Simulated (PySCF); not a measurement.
# CH9OPSi2: electronic excitations at several levels of theory, part 2 of 2

PySCF 2.14.0. Atoms count from 0. The steps go on from the part before.

### Step 10. Ultraviolet spectrum: wB97X-D/def2-SVPD

Job settings and geometry (Å):

```
{"job": {"kind": "uv", "xc": "wB97X-D", "basis": "def2-SVPD", "ip": true}, "charge": 0, "multiplicity": 1}
C     -1.466583    -1.217888     0.807804
Si    -0.232632     0.137864     0.444962
P     -0.973736     1.315958    -1.347494
O      1.250754    -0.509902     0.057908
Si     2.103933    -1.221674    -1.173066
H     -1.110878    -1.851957     1.635076
H     -2.441604    -0.794412     1.096521
H     -1.618682    -1.857343    -0.075664
H     -0.031697     0.994482     1.650068
H     -0.106353     2.426461    -1.111420
H     -2.056884     1.884933    -0.606518
H      2.124145    -0.332015    -2.373767
H      3.498331    -1.454163    -0.702979
H      1.486238    -2.529411    -1.551383
```

Method: TDDFT wB97X-D/def2-SVPD, vertical, gas phase, core orbitals frozen in the response.

Output:

```text
coarse grid: 12624 points
cycle   1  E = -1038.5136419772  dE =  6.014e-02  |g| = 7.242e-01  |ddm| = 4.367e+00
cycle   2  E = -1038.4553752326  dE =  5.827e-02  |g| = 9.404e-01  |ddm| = 1.809e+00
cycle   3  E = -1038.6207782363  dE = -1.654e-01  |g| = 6.250e-02  |ddm| = 9.507e-01
cycle   4  E = -1038.6217574701  dE = -9.792e-04  |g| = 2.549e-02  |ddm| = 1.714e-01
cycle   5  E = -1038.6219519229  dE = -1.945e-04  |g| = 4.256e-03  |ddm| = 6.039e-02
cycle   6  E = -1038.6219589527  dE = -7.030e-06  |g| = 1.182e-03  |ddm| = 1.448e-02
final grid: 106544 points
cycle   7  E = -1038.7582981041  dE = -6.357e-05  |g| = 3.255e-03  |ddm| = 1.061e-01
cycle   8  E = -1038.7583005378  dE = -2.434e-06  |g| = 1.970e-03  |ddm| = 1.553e-02
cycle   9  E = -1038.7583014708  dE = -9.331e-07  |g| = 5.246e-04  |ddm| = 3.135e-03
cycle  10  E = -1038.7583015427  dE = -7.191e-08  |g| = 2.710e-04  |ddm| = 1.325e-03
cycle  11  E = -1038.7583015606  dE = -1.790e-08  |g| = 6.119e-05  |ddm| = 4.920e-04
cycle  12  E = -1038.7583015622  dE = -1.575e-09  |g| = 1.661e-05  |ddm| = 1.858e-04
cycle  13  E = -1038.7583015624  dE = -1.794e-10  |g| = 4.735e-06  |ddm| = 7.630e-05
converged SCF energy = -1038.7583015624

Static polarisability (au): isotropic 95.564, principal 85.538 97.123 104.030

Singlet excitations
state   eV       nm        f      main configurations
  1   6.3458    195.4   0.01269   H->L 0.38, H->L+1 0.25, H->L+2 0.21
  2   6.7002    185.0   0.02353   H->L 0.44, H->L+1 0.35
  3   7.2432    171.2   0.02900   H->L+4 0.37, H->L+2 0.31, H->L+1 0.14
  4   7.3608    168.4   0.19006   H-1->L 0.40, H->L+3 0.36
  5   7.3986    167.6   0.13678   H-1->L 0.35, H->L+3 0.34
  6   7.7113    160.8   0.00781   H-2->L 0.63
  7   7.9553    155.9   0.00083   H-1->L+1 0.19, H->L+5 0.16, H->L+6 0.15
  8   7.9880    155.2   0.01419   H->L+6 0.18, H-1->L+1 0.18, H-3->L 0.16
  9   8.1550    152.0   0.05268   H-1->L+1 0.33, H-3->L 0.17, H-1->L+3 0.10
 10   8.3382    148.7   0.01068   H->L+5 0.33, H-3->L 0.15

Triplet excitations (Tamm-Dancoff, eV): 5.6931 5.8227 6.7101 6.8209
Vertical ionisation energy (delta-SCF) = 9.4405 eV
```

Run time: 99 s. Hardware: 1 thread, shared host.

This run: HOMO -9.17 eV, LUMO 1.53 eV; lowest singlet 6.35 eV.

### Step 11. TDDFT and polarisability: LC-wPBE/def2-SVPD

The job, as its differences from that of step 10:

```diff
@@ -1,2 +1,2 @@
-{"job": {"kind": "uv", "xc": "wB97X-D", "basis": "def2-SVPD", "ip": true}, "charge": 0, "multiplicity": 1}
+{"job": {"kind": "uv", "xc": "LC-wPBE", "basis": "def2-SVPD", "ip": true}, "charge": 0, "multiplicity": 1}
 C     -1.466583    -1.217888     0.807804
```

Level: TDDFT LC-wPBE/def2-SVPD, vertical, gas phase, core orbitals frozen in the response.

Output:

```text
coarse grid: 12624 points
cycle   1  E = -1038.1748420909  dE =  5.838e-02  |g| = 7.014e-01  |ddm| = 4.333e+00
cycle   2  E = -1038.1586162881  dE =  1.623e-02  |g| = 8.166e-01  |ddm| = 1.562e+00
cycle   3  E = -1038.2801134673  dE = -1.215e-01  |g| = 5.841e-02  |ddm| = 7.542e-01
cycle   4  E = -1038.2811839549  dE = -1.070e-03  |g| = 2.061e-02  |ddm| = 1.758e-01
cycle   5  E = -1038.2813303445  dE = -1.464e-04  |g| = 4.728e-03  |ddm| = 5.905e-02
cycle   6  E = -1038.2813377478  dE = -7.403e-06  |g| = 1.267e-03  |ddm| = 1.443e-02
final grid: 106544 points
cycle   7  E = -1038.4527687169  dE = -2.766e-05  |g| = 3.529e-03  |ddm| = 7.320e-02
cycle   8  E = -1038.4527707842  dE = -2.067e-06  |g| = 2.369e-03  |ddm| = 9.531e-03
cycle   9  E = -1038.4527720922  dE = -1.308e-06  |g| = 4.538e-04  |ddm| = 3.137e-03
cycle  10  E = -1038.4527721324  dE = -4.019e-08  |g| = 2.311e-04  |ddm| = 1.022e-03
cycle  11  E = -1038.4527721490  dE = -1.662e-08  |g| = 5.752e-05  |ddm| = 4.618e-04
cycle  12  E = -1038.4527721507  dE = -1.710e-09  |g| = 1.176e-05  |ddm| = 1.798e-04
cycle  13  E = -1038.4527721508  dE = -1.123e-10  |g| = 3.128e-06  |ddm| = 4.824e-05
converged SCF energy = -1038.4527721508

Static polarisability (au): isotropic 93.545, principal 83.907 95.180 101.548

Singlet excitations
state   eV       nm        f      main configurations
  1   6.5611    189.0   0.01318   H->L+2 0.32, H->L+1 0.18, H->L+4 0.15
  2   7.0325    176.3   0.04846   H->L 0.60, H->L+5 0.08
  3   7.6058    163.0   0.10607   H->L+4 0.40, H->L+1 0.18, H->L+3 0.14
  4   7.6526    162.0   0.21816   H->L+3 0.45, H-1->L 0.11
  5   7.7602    159.8   0.02063   H-1->L 0.40, H-1->L+1 0.14
  6   8.0479    154.1   0.00237   H-2->L 0.44, H-2->L+1 0.14
  7   8.3174    149.1   0.01459   H-3->L 0.24, H-1->L 0.10, H-3->L+1 0.08
  8   8.3566    148.4   0.00916   H->L+8 0.21, H->L+6 0.13, H->L+10 0.09
  9   8.5167    145.6   0.07484   H-1->L+1 0.18, H-1->L+2 0.14, H-1->L+3 0.10
 10   8.7280    142.1   0.02625   H-1->L+4 0.31, H-4->L 0.09, H-4->L+1 0.08

Triplet excitations (Tamm-Dancoff, eV): 5.6487 5.7273 6.8552 6.9800
Vertical ionisation energy (delta-SCF) = 9.5226 eV
```

Run time: 2.4 min. Hardware: 1 thread, shared host.

This run: HOMO -9.95 eV, LUMO 1.82 eV; lowest singlet 6.56 eV.

### Step 12. Ultraviolet spectrum: PBE0/6-31G*

The job, as its differences from that of step 11:

```diff
@@ -1,2 +1,2 @@
-{"job": {"kind": "uv", "xc": "LC-wPBE", "basis": "def2-SVPD", "ip": true}, "charge": 0, "multiplicity": 1}
+{"job": {"kind": "uv", "xc": "PBE0", "basis": "6-31G*"}, "charge": 0, "multiplicity": 1}
 C     -1.466583    -1.217888     0.807804
```

Method: TDDFT PBE0/6-31G*, vertical, gas phase, core orbitals frozen in the response.

Output:

```text
coarse grid: 12624 points
cycle   1  E = -1038.5469962045  dE =  1.204e-01  |g| = 7.458e-01  |ddm| = 3.201e+00
cycle   2  E = -1038.3418657008  dE =  2.051e-01  |g| = 1.252e+00  |ddm| = 1.700e+00
cycle   3  E = -1038.6567033037  dE = -3.148e-01  |g| = 1.183e-01  |ddm| = 1.200e+00
cycle   4  E = -1038.6598542166  dE = -3.151e-03  |g| = 4.048e-02  |ddm| = 1.529e-01
cycle   5  E = -1038.6602910976  dE = -4.369e-04  |g| = 5.966e-03  |ddm| = 4.192e-02
cycle   6  E = -1038.6603028861  dE = -1.179e-05  |g| = 1.197e-03  |ddm| = 1.029e-02
cycle   7  E = -1038.6603033981  dE = -5.119e-07  |g| = 2.784e-04  |ddm| = 2.381e-03
final grid: 106544 points
cycle   8  E = -1038.5931315347  dE = -6.395e-06  |g| = 6.498e-03  |ddm| = 1.532e-02
cycle   9  E = -1038.5931226954  dE =  8.839e-06  |g| = 9.242e-03  |ddm| = 1.364e-02
cycle  10  E = -1038.5931414781  dE = -1.878e-05  |g| = 1.024e-03  |ddm| = 7.882e-03
cycle  11  E = -1038.5931417212  dE = -2.431e-07  |g| = 8.077e-05  |ddm| = 9.932e-04
cycle  12  E = -1038.5931417229  dE = -1.771e-09  |g| = 3.205e-05  |ddm| = 1.511e-04
cycle  13  E = -1038.5931417233  dE = -3.058e-10  |g| = 5.922e-06  |ddm| = 5.150e-05
converged SCF energy = -1038.5931417233

Static polarisability (au): isotropic 77.993, principal 67.950 79.165 86.863

Singlet excitations
state   eV       nm        f      main configurations
  1   6.2545    198.2   0.01326   H->L 0.90
  2   7.0670    175.4   0.01720   H->L+1 0.47, H->L+2 0.41
  3   7.1547    173.3   0.00274   H-1->L 0.91
  4   7.3907    167.8   0.10420   H->L+2 0.38, H->L+3 0.29, H->L+1 0.26
  5   7.6087    163.0   0.01759   H-2->L 0.84
  6   7.7002    161.0   0.24880   H->L+3 0.63, H->L+2 0.13, H->L+1 0.13
  7   8.0402    154.2   0.01117   H-1->L+1 0.45, H->L+4 0.23, H-3->L 0.17
  8   8.1259    152.6   0.03200   H->L+4 0.64, H-3->L 0.18
  9   8.1647    151.9   0.04852   H-3->L 0.40, H-1->L+1 0.40
 10   8.3777    148.0   0.02611   H-1->L+2 0.69

Triplet excitations (Tamm-Dancoff, eV): 5.5877 5.8025 6.5035 6.8741
```

It took 11 s on 1 thread, shared host.

This run: HOMO -7.24 eV, LUMO 0.22 eV; lowest singlet 6.25 eV.

### Step 13. Excited states and response: PBE0/def2-SVP

The job, as its differences from that of step 12:

```diff
@@ -1,2 +1,2 @@
-{"job": {"kind": "uv", "xc": "PBE0", "basis": "6-31G*"}, "charge": 0, "multiplicity": 1}
+{"job": {"kind": "uv", "xc": "PBE0", "basis": "def2-SVP"}, "charge": 0, "multiplicity": 1}
 C     -1.466583    -1.217888     0.807804
```

With the program's defaults for keys left out, this is: TDDFT PBE0/def2-SVP, vertical, gas phase, core orbitals frozen in the response.

Output:

```text
coarse grid: 12624 points
cycle   1  E = -1038.0435352826  dE =  8.198e-02  |g| = 7.332e-01  |ddm| = 3.420e+00
cycle   2  E = -1037.8418194942  dE =  2.017e-01  |g| = 1.239e+00  |ddm| = 1.733e+00
cycle   3  E = -1038.1483922082  dE = -3.066e-01  |g| = 1.117e-01  |ddm| = 1.225e+00
cycle   4  E = -1038.1511329215  dE = -2.741e-03  |g| = 4.151e-02  |ddm| = 1.582e-01
cycle   5  E = -1038.1515954189  dE = -4.625e-04  |g| = 5.974e-03  |ddm| = 4.416e-02
cycle   6  E = -1038.1516065476  dE = -1.113e-05  |g| = 1.305e-03  |ddm| = 1.099e-02
cycle   7  E = -1038.1516071104  dE = -5.628e-07  |g| = 3.494e-04  |ddm| = 2.837e-03
final grid: 106544 points
cycle   8  E = -1038.2804931556  dE = -8.831e-06  |g| = 7.058e-03  |ddm| = 1.989e-02
cycle   9  E = -1038.2804803970  dE =  1.276e-05  |g| = 1.063e-02  |ddm| = 1.481e-02
cycle  10  E = -1038.2805038625  dE = -2.347e-05  |g| = 9.659e-04  |ddm| = 8.929e-03
cycle  11  E = -1038.2805040871  dE = -2.246e-07  |g| = 9.387e-05  |ddm| = 1.088e-03
cycle  12  E = -1038.2805040894  dE = -2.364e-09  |g| = 3.150e-05  |ddm| = 1.527e-04
cycle  13  E = -1038.2805040898  dE = -3.140e-10  |g| = 5.917e-06  |ddm| = 5.770e-05
converged SCF energy = -1038.2805040898

Static polarisability (au): isotropic 82.042, principal 72.483 83.589 90.055

Singlet excitations
state   eV       nm        f      main configurations
  1   6.3281    195.9   0.01301   H->L 0.88, H->L+1 0.09
  2   6.9950    177.2   0.02641   H->L+1 0.78, H->L 0.09
  3   7.2700    170.5   0.00310   H-1->L 0.92
  4   7.4158    167.2   0.02144   H->L+2 0.71, H->L+3 0.20
  5   7.6933    161.2   0.00269   H-2->L 0.84
  6   7.9172    156.6   0.22687   H->L+3 0.69, H->L+2 0.16
  7   7.9985    155.0   0.02532   H->L+4 0.73, H-1->L+1 0.13
  8   8.1084    152.9   0.04110   H-1->L+1 0.71, H->L+4 0.13
  9   8.2261    150.7   0.02977   H-3->L 0.70, H-1->L+1 0.10
 10   8.4746    146.3   0.02062   H-2->L+1 0.59, H-1->L+2 0.19

Triplet excitations (Tamm-Dancoff, eV): 5.6479 5.8603 6.6144 6.9587
```

It took 15 s on 1 thread, shared host.

This run: HOMO -7.31 eV, LUMO 0.27 eV; lowest singlet 6.33 eV.

### Step 14. Ultraviolet spectrum: PBE0/def2-TZVP

The job, as its differences from that of step 13:

```diff
@@ -1,2 +1,2 @@
-{"job": {"kind": "uv", "xc": "PBE0", "basis": "def2-SVP"}, "charge": 0, "multiplicity": 1}
+{"job": {"kind": "uv", "xc": "PBE0", "basis": "def2-TZVP"}, "charge": 0, "multiplicity": 1}
 C     -1.466583    -1.217888     0.807804
```

With the program's defaults for keys left out, this is: TDDFT PBE0/def2-TZVP, vertical, gas phase, core orbitals frozen in the response.

Output:

```text
coarse grid: 12624 points
cycle   1  E = -1038.6338183549  dE =  8.973e-02  |g| = 8.019e-01  |ddm| = 2.658e+00
cycle   2  E = -1038.3922491559  dE =  2.416e-01  |g| = 1.368e+00  |ddm| = 1.227e+00
cycle   3  E = -1038.7466664548  dE = -3.544e-01  |g| = 1.374e-01  |ddm| = 8.970e-01
cycle   4  E = -1038.7502750443  dE = -3.609e-03  |g| = 5.288e-02  |ddm| = 1.216e-01
cycle   5  E = -1038.7509446326  dE = -6.696e-04  |g| = 8.157e-03  |ddm| = 3.739e-02
cycle   6  E = -1038.7509604152  dE = -1.578e-05  |g| = 2.352e-03  |ddm| = 8.914e-03
cycle   7  E = -1038.7509616688  dE = -1.254e-06  |g| = 4.492e-04  |ddm| = 2.427e-03
final grid: 106544 points
cycle   8  E = -1038.7474180256  dE = -2.454e-05  |g| = 7.442e-03  |ddm| = 2.833e-02
cycle   9  E = -1038.7474060697  dE =  1.196e-05  |g| = 1.077e-02  |ddm| = 9.942e-03
cycle  10  E = -1038.7474283287  dE = -2.226e-05  |g| = 1.336e-03  |ddm| = 6.025e-03
cycle  11  E = -1038.7474286516  dE = -3.229e-07  |g| = 2.010e-04  |ddm| = 9.004e-04
cycle  12  E = -1038.7474286616  dE = -9.985e-09  |g| = 5.760e-05  |ddm| = 1.773e-04
cycle  13  E = -1038.7474286623  dE = -7.585e-10  |g| = 1.359e-05  |ddm| = 5.436e-05
converged SCF energy = -1038.7474286623

Static polarisability (au): isotropic 92.204, principal 81.780 93.533 101.298

Singlet excitations
state   eV       nm        f      main configurations
  1   6.0063    206.4   0.01054   H->L 0.82, H->L+1 0.13
  2   6.5512    189.3   0.01628   H->L+1 0.73, H->L 0.14
  3   6.9282    179.0   0.01111   H->L+2 0.60, H->L+3 0.18, H-1->L 0.13
  4   6.9784    177.7   0.01562   H-1->L 0.80, H->L+2 0.11
  5   7.3184    169.4   0.17511   H->L+3 0.36, H-2->L 0.29, H->L+4 0.17
  6   7.3726    168.2   0.13822   H-2->L 0.43, H->L+3 0.32
  7   7.5193    164.9   0.00660   H->L+4 0.66, H-2->L 0.17
  8   7.7023    161.0   0.02508   H-1->L+1 0.77, H-3->L 0.08
  9   7.8176    158.6   0.02526   H-3->L 0.69, H-1->L+1 0.10
 10   7.9768    155.4   0.00808   H->L+5 0.53, H->L+7 0.26

Triplet excitations (Tamm-Dancoff, eV): 5.3506 5.5078 6.2149 6.5984
```

It took 36 s on 1 thread, shared host.

This run: HOMO -7.36 eV, LUMO -0.14 eV; lowest singlet 6.01 eV.

### Step 15. Side by side: electronic excitations

Excitations and ground-state properties, with basis size and wall time:

```tsv
run	lowest singlet (eV)	brightest (eV)	f	gap (eV)	α (Å³)	μ (D)	functions	time
HF/def2-SVPD	6.87	7.90	0.416	12.18	13.21	0.90	187	16 s
LDA/def2-SVPD	5.23	6.71	0.099	5.13	15.20	0.93	187	2.1 min
PBE/def2-SVPD	5.38	6.77	0.149	5.27	14.87	0.92	187	1.7 min
B3LYP/def2-SVPD	5.94	7.01	0.230	6.79	14.38	0.87	187	83 s
PBE0/def2-SVPD	6.07	7.17	0.264	7.20	14.29	0.92	187	96 s
BHandHLYP/def2-SVPD	6.46	7.45	0.321	8.94	13.81	0.87	187	47 s
CAM-B3LYP/def2-SVPD	6.31	7.29	0.282	9.35	14.16	0.88	187	1.8 min
wB97X-D/def2-SVPD	6.35	7.36	0.190	10.70	14.16	0.93	187	99 s
LC-wPBE/def2-SVPD	6.56	7.65	0.218	11.77	13.86	0.94	187	2.4 min
PBE0/6-31G*	6.25	7.70	0.249	7.46	11.56	1.04	100	11 s
PBE0/def2-SVP	6.33	7.92	0.227	7.57	12.16	0.96	127	15 s
PBE0/def2-TZVP	6.01	7.32	0.175	7.22	13.66	0.94	227	36 s
```

### Step 16. Outcome

The summary covers parts 1 to 2.

```
                                quantity                        value
                             point group                           C1
    rotational constants (main isotopes)         2.91, 1.50, 1.13 GHz
           lowest singlet (HF/def2-SVPD)  6.87 eV (180 nm), f = 0.020
brightest single state of those computed  state 3, 7.90 eV, f = 0.416
                          lowest triplet                      5.58 eV
       vertical ionisation energy (ΔSCF)                      8.59 eV
             range of the lowest singlet              5.23 to 6.87 eV
```

Single values in the summary come from the first run of each kind that ended normally (HF/def2-SVPD), which need not be the best level. Relaxing lowered the energy by 0.232 eV in 9 steps; the close pair that moved most is P2–H10, from 1.384 to 1.430 Å. The lowest singlet, at 6.87 eV, is HOMO→LUMO+5 0.48, HOMO→LUMO+2 0.18 and is weak; of the 10 states computed, the strongest absorption comes from state 3 at 7.90 eV. The lowest triplet lies 1.29 eV below the lowest singlet (triplets in Tamm-Dancoff, singlets in full TDDFT). At HF/def2-SVPD, the highest states lie near or above the ionisation energy, where they hang on the basis. The orbital energy would give 9.90 eV for ionisation, ΔSCF gives 8.59 eV. The lowest singlet runs from 5.23 eV (LDA/def2-SVPD) to 6.87 eV (HF/def2-SVPD), while the orbital gap spans 5.13 to 12.18 eV. The lowest state need not be the same one in every run.
